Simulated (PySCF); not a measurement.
# F₂GaH₅P₂: electronic excitations and core binding energies

What electronic excitations and core binding energies should F₂GaH₅P₂ (`F[P+](F)(P)[GaH3-]`) show?

Programs: PySCF 2.14.0, with density-fitted response routines of our own. Each step states its level of theory. These are calculated values for one molecule in the gas phase, unless marked as measured. Atoms count from 0, in the outputs and in this text.

**1. The molecule as given**

10 atoms, charge 0, multiplicity 1; geometry from: GFN2-xTB.

Bonds of the start (Å): F0–P1 1.61, P1–F2 1.69, P1–P3 2.18, P1–Ga4 2.82, P3–H5 1.40, P3–H6 1.40, Ga4–H7 1.58, Ga4–H8 1.55, Ga4–H9 1.55.

**2. Excited states and response: CAM-B3LYP/def2-SVPD**

What the job is given:

```
{"job": {"kind": "uv", "xc": "CAM-B3LYP", "basis": "def2-SVPD", "nstates": 8, "ntriplets": 3}, "charge": 0, "multiplicity": 1}
F      1.408181     1.246464    -1.606428
P      0.727406     0.130984    -0.660963
F     -0.464831     1.231630    -0.186571
P      2.011699     0.413032     1.080226
Ga    -2.005363    -0.398299    -0.183359
H      1.548900    -0.779950     1.639435
H      3.043880    -0.234765     0.387630
H     -1.083032    -1.225055     0.796700
H     -1.928855    -0.683854    -1.707835
H     -3.249103     0.304467     0.418636
```

With the program's defaults for keys left out, this is: TDDFT CAM-B3LYP/def2-SVPD, vertical, gas phase, core orbitals frozen in the response.

Command:

```bash
OMP_NUM_THREADS=1 python probes_run.py task.json out
```

One launch serves the whole session: the jobs run in the order shown.

**Question.** This job is followed by: delta-SCF UKS SCAN, pcX-2 on the ionised atom, pcseg-1 elsewhere, spin-free X2C. What will the session give for the following? lowest singlet (CAM-B3LYP/def2-SVPD); brightest single state of those computed; lowest triplet; P1s binding energies, SCAN/pcX-2; P2p binding energies, SCAN/pcX-2; F1s binding energies, SCAN/pcX-2.

As calculated:

```
                                quantity                        value
    lowest singlet (CAM-B3LYP/def2-SVPD)  4.58 eV (271 nm), f = 0.057
brightest single state of those computed  state 4, 6.15 eV, f = 0.107
                          lowest triplet                      3.70 eV
        P1s binding energies, SCAN/pcX-2    P1 2153.66, P3 2150.66 eV
        P2p binding energies, SCAN/pcX-2      P1 139.95, P3 137.47 eV
        F1s binding energies, SCAN/pcX-2                 F0 692.93 eV
```

In words: The lowest singlet, at 4.58 eV, is HOMO→LUMO 0.89 and is bright; of the 8 states computed, the strongest absorption comes from state 4 at 6.15 eV. The lowest triplet lies 0.87 eV below the lowest singlet (triplets in Tamm-Dancoff, singlets in full TDDFT). The P1s levels kept as sound span 3.00 eV, from P3 (phosphorus bonded to P, 2 H) up to P1 (phosphorus bonded to 2 F, Ga, P). The P2p levels kept as sound span 2.48 eV, from P3 (phosphorus bonded to P, 2 H) up to P1 (phosphorus bonded to 2 F, Ga, P).
